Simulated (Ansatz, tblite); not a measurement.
# Cu(NH3)(SiH3) (CuH6NSi): one state, many levels

An exercise on one series of results from a longer session: the logs are not shown, and one member is left open.

Computed with Ansatz 0.2.0, Gaussian basis. Level: as each input shows.

Plan: GFN1-xTB, GFN2-xTB, PBE-D4/def2-TZVP, r2SCAN-D4/def2-TZVP, BHLYP-D4/def2-TZVP, ωB97M-V/def2-TZVP, revPBE-D4/def2-TZVP, r2SCANh-D4/def2-TZVP, B2PLYP/def2-TZVP, BLYP-D4/def2-TZVP, PBE-QIDH/def2-TZVP, PBE-D4/def2-SVP, PBE0-D4/def2-SVP, HF/STO-3G, HF/6-31G, B3LYP-D4/6-31G, PBE0-D4/def2-TZVPD, PBE-D4/def2-TZVPD, r2SCAN-D4/def2-TZVPD, CCSD(T)/def2-TZVPP, MP2/def2-TZVP, RPA/def2-TZVP.

### The relaxed structure

The singlet was relaxed beforehand with PBE0-D4/def2-TZVP.

9 atoms, charge 0, spin multiplicity 1.

Bond lengths: Cu1–N2 2.007 Å, Cu1–Si6 2.266 Å, N2–H3 1.015 Å, N2–H4 1.015 Å, N2–H5 1.015 Å, Si6–H7 1.501 Å, Si6–H8 1.501 Å, Si6–H9 1.501 Å. Angles: N2–Cu1–Si6 180.0°, Cu1–N2–H3 111.4°, Cu1–N2–H4 111.4°, Cu1–N2–H5 111.4°, H3–N2–H4 107.5°, H3–N2–H5 107.5°, H4–N2–H5 107.5°, Cu1–Si6–H7 114.6°, Cu1–Si6–H8 114.6°, Cu1–Si6–H9 114.6°, H7–Si6–H8 103.9°, H7–Si6–H9 103.9°, H8–Si6–H9 103.9°.

Formally the metal is d10. No spin-orbit coupling is included.

PBE0-D4/def2-TZVP was run before; its log isn't repeated, and its numbers join the tables.

The first run:

Tight binding, by tblite at 300 K electronic temperature and without a spin-polarisation term:

```python
tblite.interface.Calculator('GFN1-xTB', numbers, positions, charge=0, uhf=0).singlepoint()
```

Tight binding, by tblite at 300 K electronic temperature and without a spin-polarisation term:

```python
tblite.interface.Calculator('GFN2-xTB', numbers, positions, charge=0, uhf=0).singlepoint()
```

start.molden holds the orbitals of an earlier run on this state, given as this run's starting guess.

The input, in.yaml:

```yaml
crystal:
  periodic: [false, false, false]
  atoms:
    - {symbol: Cu, position_ang: [0.000327, -0.001147, 0.199774]}
    - {symbol: N, position_ang: [-0.000203, -0.015059, 2.206673]}
    - {symbol: H, position_ang: [-0.929922, -0.188565, 2.574968]}
    - {symbol: H, position_ang: [0.316424, 0.872826, 2.582878]}
    - {symbol: H, position_ang: [0.612465, -0.737216, 2.571705]}
    - {symbol: Si, position_ang: [0.000298, 0.014163, -2.065947]}
    - {symbol: H, position_ang: [1.313782, 0.388138, -2.687732]}
    - {symbol: H, position_ang: [-0.976851, 0.970986, -2.683518]}
    - {symbol: H, position_ang: [-0.336310, -1.304137, -2.698802]}
basis:
  gaussian: {orbitals: def2-TZVP, initial_orbitals: start.molden}
hamiltonian: {xc: pbe, dispersion: d4}
scf: {omitted_lower_state_checks: [starts]}
output: {orbitals: {seedname: orbitals}}
```

Launch:

```sh
> ansatz run in.yaml --threads 4 --pin off --events-out ev --progress --plain --max-ram 3916MiB
```

Steps of the session up to this table: PBE-D4/def2-TZVP; r2SCAN-D4/def2-TZVP; BHLYP-D4/def2-TZVP; ωB97M-V/def2-TZVP; revPBE-D4/def2-TZVP; r2SCANh-D4/def2-TZVP; B2PLYP/def2-TZVP; BLYP-D4/def2-TZVP; PBE-QIDH/def2-TZVP; PBE-D4/def2-SVP; PBE0-D4/def2-SVP; HF/STO-3G; HF/6-31G; B3LYP-D4/6-31G; PBE0-D4/def2-TZVPD; PBE-D4/def2-TZVPD; r2SCAN-D4/def2-TZVPD; CCSD(T)/def2-TZVPP; MP2/def2-TZVP; RPA/def2-TZVP.

One table of the session follows, with a row left open; its other results are not shown here.

It belongs to the step «Levels side by side». 

```
               level  HOMO (eV)  gap (eV)
           HF/STO-3G      -2.43      6.65
            HF/6-31G      -7.56      9.92
     PBE-D4/def2-SVP      -4.64      3.53
    PBE-D4/def2-TZVP      -4.98      3.58
   PBE-D4/def2-TZVPD      -5.02      3.36
 revPBE-D4/def2-TZVP      -4.90      3.54
   BLYP-D4/def2-TZVP      -4.89      3.47
 r2SCAN-D4/def2-TZVP      -5.05      4.25
r2SCAN-D4/def2-TZVPD      -5.07      4.02
r2SCANh-D4/def2-TZVP          ?         ?
      B3LYP-D4/6-31G      -4.83      4.34
    PBE0-D4/def2-SVP      -5.66      5.30
   PBE0-D4/def2-TZVP      -5.90      5.25
  PBE0-D4/def2-TZVPD      -5.92      4.94
  BHLYP-D4/def2-TZVP      -6.68      6.56
   ωB97M-V/def2-TZVP      -7.98      8.55
```

**Question.** Estimate the row for r2SCANh-D4/def2-TZVP.

**Answer.** HOMO (eV): -5.46; gap (eV): 4.88. In the column «HOMO (eV)» it lies between PBE0-D4/def2-SVP (-5.66) and r2SCAN-D4/def2-TZVPD (-5.07).
